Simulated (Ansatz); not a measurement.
**Be₂H₂ (singlet): from Hartree-Fock to the top rungs at distance Be1–Be2 = 2.346 Å, cc-pVDZ**

An exercise on one series of results from a longer session: the logs are not shown, and one member is left open.

Program: Ansatz 0.2.0, Gaussian basis. Level of theory: cc-pVDZ, core rule «outside noble gas», up to 2 orbitals frozen. These are calculated values, not measurements.

The runs, in order: UHF; CCSD(T) on RHF; BCCD(T) on RHF; CISD; CCSDT(Q) on RHF; CASSCF and MRCISD+Q, 2 electrons in 2 orbitals; CASSCF and NEVPT2, 2 electrons in 2 orbitals; CASSCF and MRCISD+Q, 6 electrons in 10 orbitals; CASSCF and NEVPT4(SD), 6 electrons in 10 orbitals; CASSCF and NEVPT2, 6 electrons in 10 orbitals; Full CI.

27 further runs of the same task are left out: 15 for a known fault of the program, 10 that didn't finish, 2 set aside as unsound or not needed.

### What is computed

The geometry derives from a PBE0/def2-TZVP stationary point (not a proven minimum). One bond is set to the value named and the two fragments are kept rigid.

4 atoms, charge 0, spin multiplicity 1.

Atoms are counted from 1 here; the program's logs count them from 0.

Bond lengths: Be1–H3 1.348 Å, Be2–H4 1.348 Å.

The first run:

Contents of in.yaml:

```yaml
crystal:
  periodic: [false, false, false]
  atoms:
    - {symbol: Be, position_ang: [0.000000, 0.000000, 1.173000]}
    - {symbol: Be, position_ang: [0.000000, 0.000000, -1.173000]}
    - {symbol: H, position_ang: [0.000000, 0.000000, 2.520518]}
    - {symbol: H, position_ang: [0.000000, 0.000000, -2.520518]}
basis:
  gaussian: {orbitals: cc-pVDZ}
magnetization: {spin_polarized: true, initial_magnetization: 0}
hamiltonian: {xc: hf}
output: {orbitals: {seedname: orbitals}}
```

Run with:

```
> ansatz run in.yaml --threads 1 --pin off --events-out ev --progress --plain --max-ram 2393MiB
```

Among the steps run: UHF; CCSD(T) on RHF; BCCD(T) on RHF; CISD; CCSDT(Q) on RHF; CASSCF and MRCISD+Q, 2 electrons in 2 orbitals; CASSCF and NEVPT2, 2 electrons in 2 orbitals; CASSCF and MRCISD+Q, 6 electrons in 10 orbitals; CASSCF and NEVPT4(SD), 6 electrons in 10 orbitals; CASSCF and NEVPT2, 6 electrons in 10 orbitals; Full CI.

One table of the session follows, with a row left open; its other results are not shown here.

| method | from FCI (meV) |
| --- | --- |
| RHF | +2923.5 |
| RMP2 | +801.0 |
| CISD | +185.7 |
| RCCSD | +53.6 |
| RCCSD(T) | +15.3 |
| BCCD(T) | +15.0 |
| RCCSDT | +1.8 |
| RCCSDT(Q) | +0.5 |
| CASSCF pair | +2580.2 |
| MRCISD pair | +149.5 |
| MRCISD+Q pair | -31.7 |
| CASSCF valence | +1264.4 |
| NEVPT2 valence | ? |
| NEVPT4(SD) valence | +82.5 |
| MRCISD valence | +49.7 |
| MRCISD+Q valence | +14.9 |
| FCI | 0 |

**Question.** Estimate the row for NEVPT2 valence.

The run gave: from FCI (meV): +385.6. In the column «from FCI (meV)» it lies between CISD (+185.7) and RMP2 (+801.0).

Not comparable, so not listed: CASSCF and NEVPT2, 2 electrons in 2 orbitals (they don't share determinant, frozen orbitals or solution with the rows shown, or repeat one).

Caveats from the session: MRCISD+Q pair falls below full CI: the +Q correction isn't variational, and the cores differ from full CI's. Warnings in the runs' records: passed over end.
